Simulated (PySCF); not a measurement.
# C5H3F3OS: runs on many settings, part 2 of 2

PySCF 2.14.0. Atoms count from 0. The steps go on from the part before.

## Step 4: Nuclear shieldings: LC-wPBE/pcSseg-0

What the job is given:

```
{"job": {"kind": "nmr", "xc": "LC-wPBE", "basis": "pcSseg-0", "pop": true, "grid": 4}, "charge": 0, "multiplicity": 1}
F      3.530871    -0.590636     0.228560
C      2.284464    -0.148203     0.127403
F      1.979927     0.480927     1.264604
F      2.255516     0.774251    -0.839497
S      1.134936    -1.527614    -0.220342
C     -0.336402    -0.551161    -0.209965
C     -1.169660    -0.273838     0.906102
C     -2.161185     0.515735     0.417148
O     -1.995948     0.732960    -0.899344
C     -0.894833     0.087602    -1.281756
H     -1.027453    -0.615372     1.909284
H     -3.009211     0.969998     0.888931
H     -0.595411     0.145839    -2.308855
```

Level: GIAO LC-wPBE/pcSseg-0 NMR shielding, non-relativistic, gas phase.

The log of the run:

```text
coarse grid: 13264 points
cycle   1  E = -962.8550755227  dE =  2.550e+00  |g| = 1.035e+00  |ddm| = 4.157e+00
cycle   2  E = -962.8932709457  dE = -3.820e-02  |g| = 1.148e+00  |ddm| = 1.920e+00
cycle   3  E = -963.1142743158  dE = -2.210e-01  |g| = 6.587e-02  |ddm| = 7.963e-01
cycle   4  E = -963.1151634535  dE = -8.891e-04  |g| = 3.829e-02  |ddm| = 1.276e-01
cycle   5  E = -963.1154898374  dE = -3.264e-04  |g| = 1.219e-02  |ddm| = 5.716e-02
cycle   6  E = -963.1155225100  dE = -3.267e-05  |g| = 3.935e-03  |ddm| = 1.562e-02
cycle   7  E = -963.1155274966  dE = -4.987e-06  |g| = 8.201e-04  |ddm| = 6.282e-03
final grid: 333624 points
cycle   8  E = -963.0251704180  dE = -5.569e-05  |g| = 5.238e-03  |ddm| = 2.770e-02
cycle   9  E = -963.0251724015  dE = -1.983e-06  |g| = 4.674e-03  |ddm| = 7.624e-03
cycle  10  E = -963.0251762445  dE = -3.843e-06  |g| = 6.199e-04  |ddm| = 3.722e-03
cycle  11  E = -963.0251760896  dE =  1.549e-07  |g| = 2.561e-04  |ddm| = 9.476e-04
cycle  12  E = -963.0251761004  dE = -1.080e-08  |g| = 9.256e-05  |ddm| = 3.773e-04
cycle  13  E = -963.0251763435  dE = -2.431e-07  |g| = 1.795e-05  |ddm| = 9.939e-05
cycle  14  E = -963.0251763437  dE = -1.910e-10  |g| = 5.427e-06  |ddm| = 5.659e-05
converged SCF energy = -963.0251763437

GIAO shielding tensors (ppm)
atom      isotropic    diamagn.    paramagn.     s11        s22        s33       span
  0 F      250.888     468.812    -217.924    171.500    259.421    321.743    150.243
  1 C       40.423     248.559    -208.136     30.258     45.360     45.651     15.392
  2 F      230.308     477.530    -247.222    158.135    219.653    313.138    155.003
  3 F      231.647     476.851    -245.204    157.819    218.948    318.175    160.356
  4 S      477.637    1050.823    -573.186    266.265    381.060    785.586    519.321
  5 C       76.755     269.118    -192.363     -8.109     81.496    156.879    164.987
  6 C       65.684     257.231    -191.547    -27.829     63.700    161.181    189.010
  7 C       38.106     260.317    -222.211    -44.652     44.561    114.410    159.062
  8 O       23.002     415.523    -392.521   -165.657    -49.068    283.729    449.387
  9 C       30.648     257.452    -226.804    -56.921     37.056    111.809    168.730
 10 H       26.270      28.906      -2.636     24.082     26.031     28.698      4.616
 11 H       25.666      28.788      -3.122     23.178     25.614     28.206      5.027
 12 H       25.439      29.634      -4.195     22.921     25.276     28.120      5.200
```

Wall time 32 s (1 thread of Intel Xeon Platinum 8488C, shared host); peak memory 0.58 GiB.

Key values: δ C9 170.5, C7 163.0, C1 160.7, C6 135.4, H12 7.90, H11 7.68 ppm.

## Step 5: NMR shieldings: LDA/pcSseg-1

Same as in step 4 but for these lines:

```diff
@@ -1,2 +1,2 @@
-{"job": {"kind": "nmr", "xc": "LC-wPBE", "basis": "pcSseg-0", "pop": true, "grid": 4}, "charge": 0, "multiplicity": 1}
+{"job": {"kind": "nmr", "xc": "LDA", "basis": "pcSseg-1", "pop": false}, "charge": 0, "multiplicity": 1}
 F      3.530871    -0.590636     0.228560
```

With the program's defaults for keys left out, this is: GIAO LDA/pcSseg-1 NMR shielding, non-relativistic, gas phase.

The log of the run:

```text
coarse grid: 13264 points
cycle   1  E = -959.4715004997  dE =  1.794e+00  |g| = 9.490e-01  |ddm| = 3.687e+00
cycle   2  E = -958.9617653085  dE =  5.097e-01  |g| = 1.982e+00  |ddm| = 1.715e+00
cycle   3  E = -959.6276758755  dE = -6.659e-01  |g| = 1.432e-01  |ddm| = 1.262e+00
cycle   4  E = -959.6289443411  dE = -1.268e-03  |g| = 1.328e-01  |ddm| = 2.555e-01
cycle   5  E = -959.6324878307  dE = -3.543e-03  |g| = 4.407e-02  |ddm| = 1.374e-01
cycle   6  E = -959.6329270639  dE = -4.392e-04  |g| = 1.025e-02  |ddm| = 5.011e-02
cycle   7  E = -959.6329444335  dE = -1.737e-05  |g| = 4.340e-03  |ddm| = 1.143e-02
cycle   8  E = -959.6329481911  dE = -3.758e-06  |g| = 6.345e-04  |ddm| = 4.391e-03
final grid: 129928 points
cycle   9  E = -959.7018078024  dE = -5.195e-05  |g| = 4.630e-03  |ddm| = 2.429e-02
cycle  10  E = -959.7018004202  dE =  7.382e-06  |g| = 7.724e-03  |ddm| = 1.008e-02
cycle  11  E = -959.7018114317  dE = -1.101e-05  |g| = 1.322e-03  |ddm| = 6.804e-03
cycle  12  E = -959.7018117894  dE = -3.577e-07  |g| = 5.491e-04  |ddm| = 1.477e-03
cycle  13  E = -959.7018118557  dE = -6.637e-08  |g| = 1.746e-04  |ddm| = 5.400e-04
cycle  14  E = -959.7018118611  dE = -5.385e-09  |g| = 6.378e-05  |ddm| = 1.765e-04
cycle  15  E = -959.7018118620  dE = -8.979e-10  |g| = 1.637e-05  |ddm| = 7.018e-05
converged SCF energy = -959.7018118620

GIAO shielding tensors (ppm)
atom      isotropic    diamagn.    paramagn.     s11        s22        s33       span
  0 F      219.376     466.910    -247.534    149.959    210.393    297.778    147.819
  1 C       31.530     245.079    -213.549     16.664     36.251     41.677     25.013
  2 F      195.773     477.001    -281.228    122.177    175.476    289.665    167.489
  3 F      197.126     476.309    -279.183    118.286    177.232    295.860    177.574
  4 S      378.263    1054.895    -676.632    148.864    291.723    694.203    545.339
  5 C       59.226     262.718    -203.492    -16.676     62.761    131.594    148.270
  6 C       54.181     250.900    -196.718    -34.914     55.069    142.388    177.303
  7 C       31.948     255.172    -223.224    -41.700     39.010     98.533    140.233
  8 O       10.253     397.299    -387.046   -155.333    -66.482    252.575    407.908
  9 C       26.388     253.733    -227.345    -50.712     34.274     95.602    146.314
 10 H       24.299      31.388      -7.089     22.362     23.241     27.293      4.931
 11 H       23.745      29.363      -5.618     20.788     24.619     25.829      5.042
 12 H       23.530      30.989      -7.459     20.546     23.008     27.036      6.491
```

Wall time 27 s (1 thread of Intel Xeon Platinum 8488C, shared host); peak memory 0.75 GiB.

This run: δ C9 156.9, C1 151.8, C7 151.4, C6 129.1, H12 7.74, H11 7.53 ppm.

## Step 6: Ultraviolet spectrum: PBE0/ANO-RCC-VDZP

Same as in step 5 but for these lines:

```diff
@@ -1,2 +1,2 @@
-{"job": {"kind": "nmr", "xc": "LDA", "basis": "pcSseg-1", "pop": false}, "charge": 0, "multiplicity": 1}
+{"job": {"kind": "uv", "xc": "PBE0", "basis": "ANO-RCC-VDZP", "nstates": 25, "ntriplets": 0, "tda": false, "grid": 4, "scf": {"conv": 1e-06}}, "charge": 0, "multiplicity": 1}
 F      3.530871    -0.590636     0.228560
```

Level: TDDFT PBE0/ANO-RCC-VDZP, vertical, gas phase, core orbitals frozen in the response.

The log of the run:

```text
final grid: 333624 points
cycle   1  E = -964.2784798750  dE =  2.148e+00  |g| = 9.398e-01  |ddm| = 5.414e+00
cycle   2  E = -964.0573600573  dE =  2.211e-01  |g| = 1.494e+00  |ddm| = 1.653e+00
cycle   3  E = -964.4462294480  dE = -3.889e-01  |g| = 7.408e-02  |ddm| = 1.038e+00
cycle   4  E = -964.4463755927  dE = -1.461e-04  |g| = 7.154e-02  |ddm| = 1.479e-01
cycle   5  E = -964.4475592243  dE = -1.184e-03  |g| = 1.592e-02  |ddm| = 8.211e-02
cycle   6  E = -964.4476181776  dE = -5.895e-05  |g| = 4.004e-03  |ddm| = 1.866e-02
cycle   7  E = -964.4476216183  dE = -3.441e-06  |g| = 1.096e-03  |ddm| = 4.216e-03
cycle   8  E = -964.4476218957  dE = -2.774e-07  |g| = 2.100e-04  |ddm| = 1.186e-03
converged SCF energy = -964.4476218957

Static polarisability (au): isotropic 71.717, principal 53.768 67.572 93.812

Singlet excitations
state   eV       nm        f      main configurations
  1   5.5136    224.9   0.00025   H-1->L 0.88, H-1->L+1 0.09
  2   5.7581    215.3   0.03022   H->L 0.80, H->L+1 0.16
  3   6.4271    192.9   0.03651   H->L+1 0.42, H-1->L+1 0.27, H->L+2 0.13
  4   6.4538    192.1   0.02573   H-1->L+1 0.55, H->L+1 0.19
  5   6.7473    183.8   0.02003   H-2->L 0.39, H->L+2 0.34, H->L+1 0.16
  6   6.8810    180.2   0.06653   H->L+2 0.39, H->L+3 0.29, H-2->L 0.26
  7   7.2950    170.0   0.09887   H-2->L+1 0.43, H->L+3 0.38, H-2->L 0.15
  8   7.3593    168.5   0.00504   H-1->L+2 0.56, H-1->L+3 0.39
  9   7.4516    166.4   0.02534   H->L+4 0.96
 10   7.6899    161.2   0.05234   H-1->L+3 0.29, H-1->L+2 0.21, H->L+5 0.13
 11   7.7165    160.7   0.04860   H->L+5 0.22, H-1->L+3 0.22, H-1->L+2 0.18
 12   7.9485    156.0   0.05974   H->L+5 0.60, H->L+6 0.21
 13   8.1225    152.6   0.08466   H-2->L+2 0.49, H->L+6 0.38
 14   8.2177    150.9   0.01627   H-1->L+4 0.56, H-1->L+6 0.18, H-1->L+5 0.18
 15   8.3630    148.3   0.02356   H-1->L+5 0.42, H-1->L+4 0.22, H-1->L+6 0.12
 16   8.4078    147.5   0.11850   H-2->L+2 0.22, H-1->L+4 0.15, H-2->L+3 0.12
 17   8.6475    143.4   0.02586   H-2->L+3 0.57, H-3->L 0.26
 18   8.7893    141.1   0.10680   H-3->L 0.37, H-2->L+3 0.15
 19   8.8790    139.6   0.03927   H-1->L+6 0.62, H-1->L+5 0.29
 20   8.9651    138.3   0.00499   H-2->L+4 0.98
 21   9.0585    136.9   0.00490   H-4->L 0.70, H-4->L+1 0.10, H-3->L 0.08
 22   9.2413    134.2   0.03490   H-2->L+5 0.90
 23   9.3765    132.2   0.02922   H-3->L+1 0.55, H-1->L+7 0.21, H-5->L 0.14
 24   9.4655    131.0   0.01735   H-2->L+6 0.67, H->L+8 0.19
 25   9.5100    130.4   0.01015   H->L+8 0.69, H-2->L+6 0.19
```

Wall time 72 s (1 thread of Intel Xeon Platinum 8488C, shared host); peak memory 0.84 GiB.

Key values: HOMO -7.20 eV, LUMO -0.58 eV; lowest singlet 5.51 eV.

## Step 7: Comparing the runs: NMR shifts

Shifts (ppm) of some atoms, chosen among heavy atoms and hydrogens apart, means over like atoms, with basis size and wall time:

| run | C9 | C7 | C1 | H12 | H11 | F0 | O8 | functions | time |
| --- | --- | --- | --- | --- | --- | --- | --- | --- | --- |
| PBE0/pcSseg-1 | 155.2 | 148.2 | 141.0 | 7.89 | 7.63 | -58.6 | 313.9 | 192 | 39 s |
| LC-wPBE/pcSseg-0 | 170.5 | 163.0 | 160.7 | 7.90 | 7.68 | -35.1 | 322.2 | 100 | 32 s |
| LDA/pcSseg-1 | 156.9 | 151.4 | 151.8 | 7.74 | 7.53 | -71.8 | 334.0 | 192 | 27 s |

## Step 8: Run by run: electronic excitations

Excitations and ground-state properties, with basis size and wall time:

| run | lowest singlet (eV) | brightest (eV) | f | gap (eV) | α (Å³) | μ (D) | functions | time |
| --- | --- | --- | --- | --- | --- | --- | --- | --- |
| PBE0/def2-SVPD | 5.54 | 6.37 | 0.092 | 6.61 | 11.95 | 2.09 | 243 | 59 s |
| PBE0/ANO-RCC-VDZP | 5.51 | 8.41 | 0.118 | 6.61 | 10.63 | 2.24 | 159 | 72 s |

## Step 9: Outcome

The summary covers parts 1 to 2.

```
                                                                 quantity                                  value
                                   13C shifts against TMS (PBE0/pcSseg-1)  155.2, 148.2, 141.0, 125.5, 118.4 ppm
                                    1H shifts against TMS (PBE0/pcSseg-1)                   7.89, 7.63, 7.03 ppm
19F shifts against CFCl3 (PBE0/pcSseg-1, means over atoms taken as alike)                              -58.6 ppm
                                   33S shifts against CS2 (PBE0/pcSseg-1)                                 85 ppm
                                   17O shifts against H2O (PBE0/pcSseg-1)                              313.9 ppm
                                    surface potential, 1st and 99th percentile                     -0.51 V and 1.38 V
                                          lowest singlet (PBE0/def2-SVPD)            5.54 eV (224 nm), f = 0.000
                                 brightest single state of those computed            state 4, 6.37 eV, f = 0.092
                                                           lowest triplet                                3.97 eV
                                                 range of the shift of F0                     -71.8 to -35.1 ppm
                                              range of the lowest singlet                        5.51 to 5.54 eV
```

Single values in the summary come from the first run of each kind that ended normally (PBE0/pcSseg-1; PBE0/def2-SVPD), which need not be the best level. At PBE0/pcSseg-1: The largest span, 541 ppm, is at S4, where the paramagnetic term is -636 ppm. NICS(1)zz of -26 ppm above the planar ring from C5 marks a diatropic (aromatic) ring current. By nearest atom (PBE0/pcSseg-1), the HOMO sits on C7, C9 about 29 % each; C5, C6 about 13 % each and the LUMO on C9 26 %; S4 16 %. The first singlet state (HOMO−1→LUMO 0.85, HOMO−1→LUMO+1 0.13) lies at 5.54 eV and is dark; of the 6 states computed, the strongest absorption comes from state 4 at 6.37 eV (the last state computed is bright too, and its partners may lie past the list). The lowest triplet lies 1.57 eV below the lowest singlet (triplets in Tamm-Dancoff, singlets in full TDDFT). Among the atoms with a shift in every run: Across the 3 runs the shift of F0 (with its like atoms) moves most, between -71.8 (LDA/pcSseg-1) and -35.1 ppm (LC-wPBE/pcSseg-0). The lowest singlet runs from 5.51 eV (PBE0/ANO-RCC-VDZP) to 5.54 eV (PBE0/def2-SVPD), while the orbital gap is 6.61 eV. The lowest state need not be the same one in every run. The runs solved for a few states only, so the brightest column depends on that window.
